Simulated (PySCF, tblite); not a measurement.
# C₇H₉NS: geometry, infrared bands and NMR shifts

Aim: predict the infrared bands and NMR shifts of C₇H₉NS (`SCCc1ccncc1`).

Programs: tblite 0.8.0 and PySCF 2.14.0, with density-fitted response routines of our own. Each step states its level of theory. These are calculated values for one molecule in the gas phase, unless marked as measured. Atoms are numbered from 0 throughout.

**1. The molecule as given**

18 atoms, charge 0, multiplicity 1; geometry from: force field or distance geometry start.

Bonds of the start (Å): S0–C1 1.82, C1–C2 1.53, C2–C3 1.50, C3–C4 1.41, C4–C5 1.38, C5–N6 1.36, N6–C7 1.34, C7–C8 1.39, C8–C3 1.39, S0–H9 1.34, C1–H10 1.09, C1–H11 1.11, C2–H12 1.09, C2–H13 1.10, C4–H14 1.08, C5–H15 1.09, C7–H16 1.08, C8–H17 1.09.

**2. Relaxing the molecule with GFN2-xTB**

Job settings and geometry (Å):

```
{"job": {"kind": "relax", "xc": "GFN2-xTB", "basis": "xTB"}, "charge": 0, "multiplicity": 1}
S     -2.708300     1.031700     0.644900
C     -2.251500    -0.480500    -0.250000
C     -1.011500    -0.301300    -1.135200
C      0.269600    -0.069400    -0.397100
C      0.883000    -1.123800     0.314600
C      2.059200    -0.865900     0.986200
N      2.664600     0.346200     1.020600
C      2.064200     1.343500     0.348100
C      0.883400     1.178000    -0.366400
H     -1.613400     1.119000     1.403800
H     -3.104900    -0.781800    -0.858600
H     -2.085400    -1.280700     0.498600
H     -0.902500    -1.195700    -1.746500
H     -1.188400     0.520400    -1.851900
H      0.456900    -2.111900     0.323200
H      2.570600    -1.648900     1.553300
H      2.561600     2.304300     0.389700
H      0.444000     2.023300    -0.888900
```

Run with:

```console
OMP_NUM_THREADS=1 python probes_run.py task.json out
```

One launch serves the whole session: the jobs run in the order shown.

**Question.** This job is followed by: GFN2-xTB harmonic vibrations, gas phase; GIAO PBE0/pcSseg-1 NMR shielding, non-relativistic, gas phase. Predict these results of the whole session: strongest single infrared mode (GFN2-xTB); zero-point energy (GFN2-xTB); 13C shifts against TMS (PBE0/pcSseg-1, means over atoms taken as alike); 1H shifts against TMS (PBE0/pcSseg-1, means over atoms taken as alike); 33S shifts against CS2 (PBE0/pcSseg-1); 15N shifts against NH3 (PBE0/pcSseg-1); surface potential, 1st and 99th percentile.

As calculated:

| quantity | value |
| --- | --- |
| strongest single infrared mode (GFN2-xTB) | 2430 cm⁻¹, 120 km/mol |
| zero-point energy (GFN2-xTB) | 87.9 kcal/mol |
| 13C shifts against TMS (PBE0/pcSseg-1, means over atoms taken as alike) | 156.1, 154.0, 129.9, 43.6, 34.6 ppm |
| 1H shifts against TMS (PBE0/pcSseg-1, means over atoms taken as alike) | 8.97, 7.27, 2.92, 2.65, 1.25 ppm |
| 33S shifts against CS2 (PBE0/pcSseg-1) | -100 ppm |
| 15N shifts against NH3 (PBE0/pcSseg-1) | 357.0 ppm |
| surface potential, 1st and 99th percentile | -1.73 V and 1.16 V |

In words: Over 40 steps the energy fell by 0.094 eV; of the close pairs, C5–N6 changed most, 1.355 to 1.322 Å. All 48 modes are real, so the xTB geometry is a minimum. The strongest single mode, at 2430 cm⁻¹, moves mainly H9. Unscaled tight-binding wavenumbers are off by several per cent, some by more. Its intensities can rank the bands wrongly. At PBE0/pcSseg-1: Shielding is most anisotropic at N6 (span 718 ppm, paramagnetic term -421 ppm). NICS(1)zz of -28 ppm above the planar ring from C3 marks a diatropic (aromatic) ring current. By nearest atom (PBE0/pcSseg-1), the HOMO sits on S0 76 %; H9 9 % and the LUMO on C3 26 %; N6 22 %.
